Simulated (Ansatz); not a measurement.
# ClGaH4N2: the cost of one run

All numbers below are computed with Ansatz 0.2.0 (RKS revPBE-D4/def2-SVP).

### 1 The system as given

Bond lengths: Ga1–Cl2 2.240 Å, Ga1–N3 1.930 Å, N3–H4 1.060 Å, N3–H5 1.060 Å, Ga1–N6 1.930 Å, N6–H7 1.060 Å, N6–H8 1.060 Å. Angles: Cl2–Ga1–N3 120.0°, Cl2–Ga1–N6 120.0°, N3–Ga1–N6 120.0°, Ga1–N3–H4 120.0°, Ga1–N3–H5 120.0°, H4–N3–H5 120.0°, Ga1–N6–H7 120.0°, Ga1–N6–H8 120.0°, H7–N6–H8 120.0°.

Structure file:

```xyz
8

Ga    0.0000    0.0000    0.0000
Cl    0.0000    0.0000    2.2400
N     1.6714    0.0000   -0.9650
H     2.1380   -0.9179   -1.2168
H     2.1227    0.9179   -1.2432
N    -1.6714    0.0000   -0.9650
H    -2.3403   -0.8164   -0.8664
H    -1.9204    0.8164   -1.5936
```

### 2 Relaxing the start

Contents of input.yaml:

```yaml
crystal:
  periodic: [false, false, false]
  atoms:
    - { symbol: Ga, position_ang: [0.0, 0.0, 0.0] }
    - { symbol: Cl, position_ang: [0.0, 0.0, 2.24] }
    - { symbol: "N", position_ang: [1.6714, 0.0, -0.965] }
    - { symbol: H, position_ang: [2.138, -0.9179, -1.2168] }
    - { symbol: H, position_ang: [2.1227, 0.9179, -1.2432] }
    - { symbol: "N", position_ang: [-1.6714, 0.0, -0.965] }
    - { symbol: H, position_ang: [-2.3403, -0.8164, -0.8664] }
    - { symbol: H, position_ang: [-1.9204, 0.8164, -1.5936] }
basis:
  gaussian: { orbitals: def2-SVP }
hamiltonian:
  xc: revpbe
  dispersion: d4
relax:
  f_tol: 0.02
  max_steps: 40
output:
  orbitals: {}
```

Command:

```console
ansatz run input.yaml --threads 2 --pin off --max-ram 3072MiB --backend cpu --events-out ev --progress --plain --runs-dir out
```

Q: Estimate wall time and peak memory on 2 threads of AMD EPYC 9R45 (Zen 5), shared host.

About 10 s, with a peak of 0.16 GiB.
